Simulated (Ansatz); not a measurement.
## PbF₂, space group Fm-3m: the levels without and with spin-orbit coupling

Computed with Ansatz's Python interface.

The script, `soc.py`:
```python
'''Levels of PbF2 without and with spin-orbit coupling.'''

import warnings

import ansatz as az

warnings.simplefilter('ignore', az.DeckWarning)

cell = (
    az.Lattice.fcc(5.92732)
    .space_group(225)
    .atom('Pb', [0.0, 0.0, 0.0])
    .atom('F', [0.25, 0.75, 0.75])
    .primitive()
)

setup = cell.calculation().occupations('fixed').functional(az.Functional.PBESOL).kpoints(5, 5, 5).band_table()
for label, variant in (('scalar-relativistic', setup), ('spin-orbit', setup.spin(soc=True))):
    report = variant.run(threads=1).report
    zero = report['band_edges_ev'][0] if report.get('band_edges_ev') else report['fermi_energy_ev']
    near = [round(e - zero, 3) for e in report['eigenvalues_ev'][0] if abs(e - zero) < 3]
    print(label)
    print('  band edges (eV):', [round(e, 3) for e in report.get('band_edges_ev') or []] or 'none reported')
    print('  levels at k =', report['kpoints_frac'][0], 'within 3 eV of the zero:', near)
```

```console
$ python soc.py
scalar-relativistic
  band edges (eV): [4.834, 9.257]
  levels at k = [0.0, 0.0, 0.0] within 3 eV of the zero: [-2.443, -2.443, -2.443, -1.943, -1.943, -1.943]
spin-orbit
  band edges (eV): [4.817, 8.867]
  levels at k = [0.0, 0.0, 0.0] within 3 eV of the zero: [-2.462, -2.462, -2.462, -2.462, -2.453, -2.453, -2.091, -2.091, -1.924, -1.924, -1.924, -1.924]
```

Caveats:
- Of the deposited cell: the entry's cell lengths or inner coordinates differ somewhat from later room-temperature determinations.
- The structure is a deposited one; some such entries were measured under pressure or heat, so a shift against it needn't be the functional's error alone.
- Levels are Kohn-Sham eigenvalues on this mesh.
- With spin-orbit coupling each level holds one electron and, with inversion or at time-reversal points, comes in pairs; a window in energy can cut a split set.
- It ran for 4.8 s on 1 thread of Arm Neoverse V1 (shared host), peak memory 0.46 GiB.

(Lines on the test bed's own set-up are left out of the output.)
